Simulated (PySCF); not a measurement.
# A diatomic session: GeF+

Aim: find the lowest electronic state of GeF+, scan its bond at several levels of theory, and get bond length, wavenumber and dissociation energy from each curve.

Computed with PySCF 2.14.0. Level: Ge def2-TZVPPD, F def2-TZVPPD, no relativity.

## Step 1: Set-up

Settings of the job:

```json
{
  "atoms": "Ge, F",
  "charge": "1",
  "basis": "Ge def2-TZVPPD, F def2-TZVPPD",
  "Hamiltonian": "no relativity",
  "basis functions": "94",
  "electrons treated": "40",
  "masses in u": "73.9212, 18.9984",
  "levels": "PBE0, PBE, r²SCAN, PW91, B3LYP, TPSS, M06, PBEsol, HSE06, HF, MP2, SCS-MP2, CCSD, CCSD(T)",
  "grid": "80 radial by 434 angular points",
  "occupations": "held fixed by the projection of orbital angular momentum",
  "dissociation limit": "Ge+ + F, each in its ground configuration",
  "starting distance in angstrom": "1.875",
  "values of 2S to try": "0, 2"
}
```

Started as:

```console
$ OMP_NUM_THREADS=2 python dia.py task.json out
```

The job searches for the state first and then visits each distance with every level. Its results follow level by level.

## Step 2: Which determinant to follow

Unrestricted PBE0 solutions at 1.875 Å, counted from the lowest. The search isn't exhaustive.

```tsv
2Ms+1	unpaired	term	E (eV)	⟨S²⟩	⟨Lz²⟩	μ (D)
1	none	¹Σ⁺	0.00	0.00	0.00	-3.87
3	σ ↑, π ↑	³Π	4.58	2.01	1.00	-2.61
1	σ ↓, π ↑	not assigned	5.10	1.02	1.01	-1.98
3	π ↑↑	not assigned	5.69	2.01	2.01	0.75
3	π ↑↑	not assigned	5.82	2.01	2.01	0.78
3	σ ↑↑	³Σ⁺	7.09	2.00	0.00	-1.67
3	σ ↑, π ↑	³Π	8.00	2.00	1.01	1.12
```

A term symbol stands only where ⟨S²⟩ and ⟨Lz²⟩ are near those of a pure state. A positive dipole points from Ge to F; in an ion it is taken about the centre of mass and does not tell which atom is negative.

The most promising solutions are followed along the bond (rough minima from three points):

```tsv
2Ms+1	unpaired	R at minimum (Å)	energy at minimum (eV)
1	none	1.68	0.00
3	σ ↑, π ↑	1.73	4.88
```

The search made 7 SCF attempts at the starting distance; with the short scans it took 12 s of wall time (2 threads of Intel Xeon Platinum 8488C (Sapphire Rapids), shared host).

## Step 3: PBE0 along the bond

State followed: ¹Σ⁺ (singlet), closed shell. The scan is laid around 1.680 Å.

Output of the SCF at 1.680 Å:

```text
******** <class 'pyscf.dft.uks_symm.SymAdaptedUKS'> ********
method = SymAdaptedUKS
initial guess = minao
damping factor = 0
level_shift factor = 0
DIIS = <class 'pyscf.scf.diis.CDIIS'>
diis_start_cycle = 1
diis_space = 10
diis_damp = 0
SCF conv_tol = 1e-09
SCF conv_tol_grad = None
SCF max_cycles = 60
direct_scf = False
max_memory 4900 MB (current use 657 MB)
number electrons alpha = 20  beta = 20
XC library pyscf.dft.libxc version 7.0.0
    S. Lehtola, C. Steigemann, M. J.T. Oliveira, and M. A.L. Marques.,  SoftwareX 7, 1–5 (2018)
XC functionals = PBE0
    C. Adamo and V. Barone.,  J. Chem. Phys. 110, 6158 (1999)
    M. Ernzerhof and G. E. Scuseria.,  J. Chem. Phys. 110, 5029 (1999)
small_rho_cutoff = 0
Overwritten attributes  get_j get_jk get_hcore get_k get_occ  of <class 'pyscf.dft.uks_symm.SymAdaptedUKS'>
<class 'pyscf.dft.uks_symm.SymAdaptedUKS'> does not have attributes  refdm
Set gradient conv threshold to 3.16228e-05
init E= -2176.27190281537
cycle= 1 E= -2176.24852027414  delta_E= 0.0234  |g|= 0.036  |ddm|= 0.0669
cycle= 2 E= -2176.24741938197  delta_E= 0.0011  |g|= 0.0717  |ddm|= 0.0562
cycle= 3 E= -2176.2490418305  delta_E= -0.00162  |g|= 0.00433  |ddm|= 0.0313
cycle= 4 E= -2176.24904851609  delta_E= -6.69e-06  |g|= 0.000905  |ddm|= 0.00405
cycle= 5 E= -2176.24904879889  delta_E= -2.83e-07  |g|= 7.52e-05  |ddm|= 0.000544
cycle= 6 E= -2176.24904880096  delta_E= -2.07e-09  |g|= 2.3e-05  |ddm|= 5.78e-05
cycle= 7 E= -2176.24904880103  delta_E= -7.37e-11  |g|= 3.12e-06  |ddm|= 1.02e-05
Extra cycle  E= -2176.24904880103  delta_E= 4.55e-12  |g|= 4.6e-06  |ddm|= 4.79e-06
converged SCF energy = -2176.24904880103  <S^2> = 0  2S+1 = 1
```

The curve and what changes along it:

```tsv
R (Å)	E (eV)	μ (D)	Mulliken charge of Ge (e)	Mayer bond order	⟨S²⟩	HOMO (eV)	LUMO (eV)
1.4448	1.5555	-1.41	0.98	1.24	0.00	-17.44	-9.27
1.5120	0.6821	-1.79	1.01	1.22	0.00	-17.59	-9.46
1.5792	0.2095	-2.18	1.06	1.18	0.00	-17.71	-9.64
1.6296	0.0447	-2.47	1.11	1.15	0.00	-17.77	-9.77
1.6800	0.0000	-2.76	1.15	1.12	0.00	-17.80	-9.90
1.7304	0.0467	-3.05	1.20	1.08	0.00	-17.81	-10.02
1.7976	0.2131	-3.44	1.25	1.04	0.00	-17.77	-10.18
1.8816	0.5345	-3.90	1.31	1.00	0.00	-17.64	-10.36
1.9824	1.0179	-4.45	1.37	0.96	0.00	-17.21	-10.57
2.1168	1.7358	-5.13	1.43	0.92	0.00	-16.49	-10.82
```

Constants from the curve: Re = 1.677 Å, ωe = 809 cm⁻¹, ωexe = 3.20 cm⁻¹, αe = 0.00242 cm⁻¹, Be = 0.3965 cm⁻¹, De = 5.67 eV, μ = -2.74 D.

Orbitals nearest the gap at 1.680 Å:

```tsv
spin	orbital	ε (eV)	filled	made of
both	δ	-43.62	yes	Ge d 100 %
both	π	-43.43	yes	Ge d 100 %
both	π	-43.43	yes	Ge d 100 %
both	σ	-39.73	yes	F s 81 %, Ge d 11 %
both	σ	-22.54	yes	Ge s 48 %, F p 46 %
both	π	-19.35	yes	F p 92 %
both	π	-19.35	yes	F p 92 %
both	σ	-17.80	yes	Ge s 48 %, F p 31 %, Ge p 18 %
both	π	-9.90	no	Ge p 96 %
both	π	-9.90	no	Ge p 96 %
both	σ	-6.43	no	Ge p 84 %, Ge d 12 %
```

Polarisability there: 22.5 bohr³ along the bond, 18.2 across it.

## Step 4: Orbitals, density and potential

Orbitals, density, ELF and potential are computed afterwards from the orbital file.

Frontier orbitals at PBE0, with the share of their density that lies nearest to each atom:

```tsv
orbital	energy (eV)	lies on
HOMO-1	-19.35	F2 93 %; Ge1 7 %
HOMO	-17.80	Ge1 67 %; F2 33 %
LUMO	-9.90	Ge1 91 %; F2 9 %
```

ELF in a plane through or near 2 of the atoms.

Ten even steps from ' ' (0.00) to '@' (0.98):
```
                                                        
                ....                                    
          ..--++++==--..                                
        --##%%@@%%##**--..                              
      ::**@@@@@@@@##**--..      ......                  
    ..**@@@@@@@@%%##**==::....::::----::..              
  ..--%%@@@@@@%%##==--::::::::==++**++==::..            
  --**@@@@@@@@##--::::::..::--**##%%%%##==::..          
  ++%%@@@@@@%%==::++****--::==%%####%%%%**--::          
  ++%%@@@@@@%%----++++**++..==%%**==**%%##==::          
  ++%%@@@@@@%%----++++**++..==%%++--**%%##==::          
  ++%%@@@@@@%%==::++****--::==%%%%%%%%%%**--::          
  --**@@@@@@@@##--::::::..::--**##%%%%##==::..          
  ..--%%@@@@@@%%##==--::::::::==++**++==::..            
    ..**@@@@@@@@%%##**==::....::::----::..              
      ::**@@@@@@@@##**--..      ......                  
        --##%%@@%%##**--..                              
          ::--++++==--..                                
                ....                                    
                                                        
```
The map spans 6.9 Å across and 5.2 Å up, centred on the molecule. Atoms in the plane (x, y in Å): Ge1 (-0.8, 0.0), F2 (0.8, 0.0).

On the surface of density 0.002 e/bohr³ the electrostatic potential runs, from the 1st to the 99th percentile, from 3.92 V near F2 to 9.34 V near Ge1.

## Step 5: Excited determinants

State 2: ³Π (triplet), unpaired electrons σ ↑, π ↑, an excited solution.

Output of the SCF at 1.680 Å:

```text
[... 13 set-up lines left out, the same as in an earlier log ...]
max_memory 4900 MB (current use 719 MB)
number electrons alpha = 21  beta = 19
[... 7 set-up lines left out, the same as in an earlier log ...]
init E= -2176.09257281263
cycle= 1 E= -2176.06867449026  delta_E= 0.0239  |g|= 0.0216  |ddm|= 0.0606
cycle= 2 E= -2176.06857150887  delta_E= 0.000103  |g|= 0.034  |ddm|= 0.0396
cycle= 3 E= -2176.06893511221  delta_E= -0.000364  |g|= 0.00608  |ddm|= 0.0199
cycle= 4 E= -2176.06895447074  delta_E= -1.94e-05  |g|= 0.00295  |ddm|= 0.00807
cycle= 5 E= -2176.06896272395  delta_E= -8.25e-06  |g|= 0.000678  |ddm|= 0.00651
cycle= 6 E= -2176.06896300609  delta_E= -2.82e-07  |g|= 0.000184  |ddm|= 0.00114
cycle= 7 E= -2176.06896301389  delta_E= -7.8e-09  |g|= 9.54e-05  |ddm|= 0.000155
cycle= 8 E= -2176.0689630176  delta_E= -3.72e-09  |g|= 1.54e-05  |ddm|= 7.46e-05
cycle= 9 E= -2176.06896301776  delta_E= -1.6e-10  |g|= 1.91e-06  |ddm|= 2.08e-05
Extra cycle  E= -2176.06896301777  delta_E= -3.64e-12  |g|= 2.34e-06  |ddm|= 3.22e-06
converged SCF energy = -2176.06896301777  <S^2> = 2.0048267  2S+1 = 3.003216
```

Re = 1.713 Å, ωe = 649 cm⁻¹, ωexe = 10.0 cm⁻¹, αe = 0.00488 cm⁻¹, Be = 0.3802 cm⁻¹, μ = -2.58 D. Its minimum lies 4.89 eV above that of the lowest state.

Energy (eV) from the lowest point of the lowest state:

```tsv
R (Å)	lowest	state 2
1.445	1.555	6.577
1.512	0.682	5.686
1.579	0.210	5.185
1.630	0.045	4.988
1.680	0.000	4.900
1.730	0.047	4.890
1.798	0.213	4.953
1.882	0.535	5.094
1.982	1.018	5.279
2.117	1.736	5.474
```

## Step 6: PBE

Log of the SCF at 1.680 Å:

```text
[... 17 set-up lines left out, the same as in an earlier log ...]
XC functionals = PBE
    J. P. Perdew, K. Burke, and M. Ernzerhof.,  Phys. Rev. Lett. 77, 3865 (1996)
    J. P. Perdew, K. Burke, and M. Ernzerhof.,  Phys. Rev. Lett. 78, 1396 (1997)
    J. P. Perdew, K. Burke, and M. Ernzerhof.,  Phys. Rev. Lett. 77, 3865 (1996)
    J. P. Perdew, K. Burke, and M. Ernzerhof.,  Phys. Rev. Lett. 78, 1396 (1997)
[... 2 set-up lines left out, the same as in an earlier log ...]
init E= -2176.20272950154
cycle= 1 E= -2176.20251703391  delta_E= 0.000212  |g|= 0.104  |ddm|= 0.115
cycle= 2 E= -2176.18455805735  delta_E= 0.018  |g|= 0.255  |ddm|= 0.167
cycle= 3 E= -2176.20558399909  delta_E= -0.021  |g|= 0.039  |ddm|= 0.122
cycle= 4 E= -2176.20577022321  delta_E= -0.000186  |g|= 0.00895  |ddm|= 0.017
cycle= 5 E= -2176.20580143934  delta_E= -3.12e-05  |g|= 0.000749  |ddm|= 0.00612
cycle= 6 E= -2176.20580163669  delta_E= -1.97e-07  |g|= 0.000171  |ddm|= 0.000498
cycle= 7 E= -2176.20580164718  delta_E= -1.05e-08  |g|= 1.05e-05  |ddm|= 8.8e-05
cycle= 8 E= -2176.20580164722  delta_E= -3.32e-11  |g|= 3.55e-06  |ddm|= 1.13e-05
Extra cycle  E= -2176.20580164718  delta_E= 3.32e-11  |g|= 1.13e-05  |ddm|= 8.55e-06
converged SCF energy = -2176.20580164718  <S^2> = -7.1054274e-15  2S+1 = 1
```

Re = 1.701 Å, ωe = 762 cm⁻¹, ωexe = 3.18 cm⁻¹, αe = 0.00245 cm⁻¹, Be = 0.3854 cm⁻¹, De = 6.09 eV, μ = -2.66 D.

## Step 7: r²SCAN (meta-GGA)

The SCF at the reference distance, 1.680 Å, printed:

```text
[... 17 set-up lines left out, the same as in an earlier log ...]
XC functionals = R2SCAN
    J. W. Furness, A. D. Kaplan, J. Ning, J. P. Perdew, and J. Sun.,  J. Phys. Chem. Lett. 11, 8208-8215 (2020)
    J. W. Furness, A. D. Kaplan, J. Ning, J. P. Perdew, and J. Sun.,  J. Phys. Chem. Lett. 11, 9248-9248 (2020)
    J. W. Furness, A. D. Kaplan, J. Ning, J. P. Perdew, and J. Sun.,  J. Phys. Chem. Lett. 11, 8208-8215 (2020)
    J. W. Furness, A. D. Kaplan, J. Ning, J. P. Perdew, and J. Sun.,  J. Phys. Chem. Lett. 11, 9248-9248 (2020)
[... 2 set-up lines left out, the same as in an earlier log ...]
init E= -2176.55050510468
cycle= 1 E= -2176.55133228673  delta_E= -0.000827  |g|= 0.0215  |ddm|= 0.0781
cycle= 2 E= -2176.55025502495  delta_E= 0.00108  |g|= 0.0606  |ddm|= 0.0478
cycle= 3 E= -2176.55154251791  delta_E= -0.00129  |g|= 0.00594  |ddm|= 0.0269
cycle= 4 E= -2176.55155519273  delta_E= -1.27e-05  |g|= 0.00177  |ddm|= 0.00347
cycle= 5 E= -2176.55155616024  delta_E= -9.68e-07  |g|= 0.000121  |ddm|= 0.00108
cycle= 6 E= -2176.55155616654  delta_E= -6.3e-09  |g|= 2.85e-05  |ddm|= 0.000328
cycle= 7 E= -2176.55155616685  delta_E= -3.12e-10  |g|= 6.12e-06  |ddm|= 5.72e-05
Extra cycle  E= -2176.5515561668  delta_E= 5.05e-11  |g|= 1.31e-05  |ddm|= 1.48e-05
converged SCF energy = -2176.5515561668  <S^2> = -7.1054274e-15  2S+1 = 1
```

Re = 1.678 Å, ωe = 806 cm⁻¹, ωexe = 3.28 cm⁻¹, αe = 0.00245 cm⁻¹, Be = 0.3963 cm⁻¹, De = 5.89 eV, μ = -2.57 D.

## Step 8: PW91 (GGA)

The SCF at the reference distance, 1.680 Å, printed:

```text
[... 13 set-up lines left out, the same as in an earlier log ...]
max_memory 4900 MB (current use 720 MB)
[... 3 set-up lines left out, the same as in an earlier log ...]
XC functionals = PW91,PW91
    J. P. Perdew. In P. Ziesche and H. Eschrig, editors, Proceedings of the 75. WE-Heraeus-Seminar and 21st Annual International Symposium on Electronic Structure of Solids, 11. Berlin, 1991. Akademie Verlag.
    J. P. Perdew, J. A. Chevary, S. H. Vosko, K. A. Jackson, M. R. Pederson, D. J. Singh, and C. Fiolhais.,  Phys. Rev. B 46, 6671 (1992)
    J. P. Perdew, J. A. Chevary, S. H. Vosko, K. A. Jackson, M. R. Pederson, D. J. Singh, and C. Fiolhais.,  Phys. Rev. B 48, 4978 (1993)
    J. P. Perdew. In P. Ziesche and H. Eschrig, editors, Proceedings of the 75. WE-Heraeus-Seminar and 21st Annual International Symposium on Electronic Structure of Solids, 11. Berlin, 1991. Akademie Verlag.
    J. P. Perdew, J. A. Chevary, S. H. Vosko, K. A. Jackson, M. R. Pederson, D. J. Singh, and C. Fiolhais.,  Phys. Rev. B 46, 6671 (1992)
    J. P. Perdew, J. A. Chevary, S. H. Vosko, K. A. Jackson, M. R. Pederson, D. J. Singh, and C. Fiolhais.,  Phys. Rev. B 48, 4978 (1993)
[... 2 set-up lines left out, the same as in an earlier log ...]
init E= -2176.73245714301
cycle= 1 E= -2176.73356212144  delta_E= -0.0011  |g|= 0.0849  |ddm|= 0.141
cycle= 2 E= -2176.72148392421  delta_E= 0.0121  |g|= 0.209  |ddm|= 0.141
cycle= 3 E= -2176.73561688251  delta_E= -0.0141  |g|= 0.0343  |ddm|= 0.102
cycle= 4 E= -2176.73575167351  delta_E= -0.000135  |g|= 0.00921  |ddm|= 0.0151
cycle= 5 E= -2176.73578438486  delta_E= -3.27e-05  |g|= 0.000442  |ddm|= 0.00604
cycle= 6 E= -2176.73578444923  delta_E= -6.44e-08  |g|= 0.000115  |ddm|= 0.000332
cycle= 7 E= -2176.73578445398  delta_E= -4.75e-09  |g|= 8.94e-06  |ddm|= 6.22e-05
cycle= 8 E= -2176.73578445401  delta_E= -2.5e-11  |g|= 3.09e-06  |ddm|= 9.51e-06
Extra cycle  E= -2176.73578445397  delta_E= 3.64e-11  |g|= 9.8e-06  |ddm|= 7.35e-06
converged SCF energy = -2176.73578445397  <S^2> = -7.1054274e-15  2S+1 = 1
```

Re = 1.699 Å, ωe = 765 cm⁻¹, ωexe = 3.19 cm⁻¹, αe = 0.00246 cm⁻¹, Be = 0.3863 cm⁻¹, De = 6.13 eV, μ = -2.66 D.

## Step 9: B3LYP

The SCF at the reference distance, 1.680 Å, printed:

```text
[... 17 set-up lines left out, the same as in an earlier log ...]
XC functionals = B3LYP
    P. J. Stephens, F. J. Devlin, C. F. Chabalowski, and M. J. Frisch.,  J. Phys. Chem. 98, 11623 (1994)
[... 2 set-up lines left out, the same as in an earlier log ...]
init E= -2176.65581414046
cycle= 1 E= -2176.65639648038  delta_E= -0.000582  |g|= 0.0272  |ddm|= 0.0531
cycle= 2 E= -2176.6562404798  delta_E= 0.000156  |g|= 0.0365  |ddm|= 0.0248
cycle= 3 E= -2176.65647142841  delta_E= -0.000231  |g|= 0.00899  |ddm|= 0.0174
cycle= 4 E= -2176.65649789182  delta_E= -2.65e-05  |g|= 0.00111  |ddm|= 0.00365
cycle= 5 E= -2176.65649831997  delta_E= -4.28e-07  |g|= 9.29e-05  |ddm|= 0.000804
cycle= 6 E= -2176.65649832381  delta_E= -3.84e-09  |g|= 1.08e-05  |ddm|= 9.18e-05
cycle= 7 E= -2176.65649832385  delta_E= -3.64e-11  |g|= 1.61e-06  |ddm|= 9.02e-06
Extra cycle  E= -2176.65649832384  delta_E= 4.09e-12  |g|= 2.96e-06  |ddm|= 2.75e-06
converged SCF energy = -2176.65649832384  <S^2> = -1.0658141e-14  2S+1 = 1
```

Re = 1.688 Å, ωe = 790 cm⁻¹, ωexe = 3.20 cm⁻¹, αe = 0.00243 cm⁻¹, Be = 0.3915 cm⁻¹, De = 5.71 eV, μ = -2.84 D.

[end of part 1 of 2]
